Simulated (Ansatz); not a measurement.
# C2H5O2Si radical: a ladder of functionals and wavefunction methods

The task here is to estimate one member of a computed series from the others.

Program: Ansatz 0.2.0, Gaussian basis. Level of theory: functionals in def2-TZVPP, the program's frozen cores in correlated methods. These are calculated values, not measurements.

Plan: LDA (SPW92), PBE-D4, revPBE-D4, BLYP-D4, r2SCAN-D4, B97M-V, PBE0-D4, B3LYP-D4, r2SCANh-D4, r2SCAN0-D4, HSE06-D4, BHLYP-D4, CAM-B3LYP-D4, LC-ωPBE, ωB97X-V, ωB97M-V, B2PLYP, PBE-QIDH; CCSD(T)/def2-SVP; CCSD(T)/def2-TZVPP; MP2/def2-QZVPP; extrapolation to the limit; RPA on PBE.

### The geometry

An earlier PBE0-D4 in a triple-zeta def2 set relaxation fixed the geometry.

SMILES `CC(=O)O[SiH2]`, 10 atoms, charge 0, spin multiplicity 2.

Atoms are counted from 1 here; the program's logs count them from 0.

Bond lengths: C1–C2 1.493 Å, C1–H6 1.092 Å, C1–H7 1.092 Å, C1–H8 1.087 Å, C2–O3 1.204 Å, C2–O4 1.343 Å, O4–Si5 1.697 Å, Si5–H9 1.486 Å, Si5–H10 1.488 Å. Angles: C2–C1–H6 109.6°, C2–C1–H7 109.5°, C2–C1–H8 110.0°, H6–C1–H7 107.2°, H6–C1–H8 110.2°, H7–C1–H8 110.3°, C1–C2–O3 125.6°, C1–C2–O4 112.9°, O3–C2–O4 121.4°, C2–O4–Si5 116.3°, O4–Si5–H9 110.0°, O4–Si5–H10 102.4°, H9–Si5–H10 111.3°.

The first run:

File in.yaml:

```yaml
crystal:
  periodic: [false, false, false]
  atoms:
    - {symbol: C, position_ang: [-0.448055, -1.644832, 0.323501]}
    - {symbol: C, position_ang: [-0.312446, -0.312440, -0.337379]}
    - {symbol: O, position_ang: [-0.994317, 0.094389, -1.242338]}
    - {symbol: O, position_ang: [0.678390, 0.430255, 0.181748]}
    - {symbol: Si, position_ang: [0.876284, 1.982797, -0.473601]}
    - {symbol: H, position_ang: [-0.650860, -1.506537, 1.387389]}
    - {symbol: H, position_ang: [0.494482, -2.189915, 0.243478]}
    - {symbol: H, position_ang: [-1.251525, -2.209733, -0.141737]}
    - {symbol: H, position_ang: [-0.344471, 2.796237, -0.234013]}
    - {symbol: H, position_ang: [2.035819, 2.508681, 0.295853]}
basis:
  gaussian: {orbitals: def2-TZVPP}
magnetization: {spin_polarized: true, initial_magnetization: 1}
hamiltonian: {xc: lda}
output: {orbitals: {seedname: orbitals}}
```

On the command line:

```console
ansatz run in.yaml --threads 4 --pin off --events-out ev --progress --plain --max-ram 10444MiB
```

Among the steps run: LDA; PBE-D4 (GGA); revPBE-D4 (GGA); BLYP-D4 (GGA); r2SCAN-D4 (meta-GGA); B97M-V (meta-GGA); PBE0-D4 (hybrid); B3LYP-D4 (hybrid); r2SCANh-D4 (hybrid); r2SCAN0-D4 (hybrid); HSE06-D4 (hybrid); BHLYP-D4 (hybrid); CAM-B3LYP-D4 (range-separated); LC-ωPBE (range-separated); ωB97X-V (range-separated); ωB97M-V (range-separated); B2PLYP (double hybrid); PBE-QIDH (double hybrid).

One table of the session follows, with a row left open; its other results are not shown here.

It belongs to the step «Frontier levels by functional». 

```
  functional  HOMO (eV)  LUMO (eV)  gap (eV)
 LDA (SPW92)      -5.13      -3.85      1.27
      PBE-D4          ?          ?         ?
   revPBE-D4      -5.15      -3.23      1.91
     BLYP-D4      -4.96      -3.44      1.52
   r2SCAN-D4      -5.52      -2.92      2.60
      B97M-V      -5.23      -3.68      1.56
     PBE0-D4      -6.33      -2.44      3.89
    B3LYP-D4      -6.05      -2.87      3.18
  r2SCANh-D4      -5.94      -2.61      3.34
  r2SCAN0-D4      -6.59      -2.16      4.43
    HSE06-D4      -5.93      -2.82      3.11
    BHLYP-D4      -7.32      -1.65      5.67
CAM-B3LYP-D4      -7.56      -1.58      5.99
     LC-ωPBE      -9.02      -0.10      8.92
     ωB97X-V      -8.49      -0.69      7.80
     ωB97M-V      -8.10      -0.83      7.27
```

Estimate the missing values for PBE-D4.

The run gave: HOMO (eV): -5.16; LUMO (eV): -3.39; gap (eV): 1.77. In the column «HOMO (eV)» it lies between B97M-V (-5.23) and revPBE-D4 (-5.15).
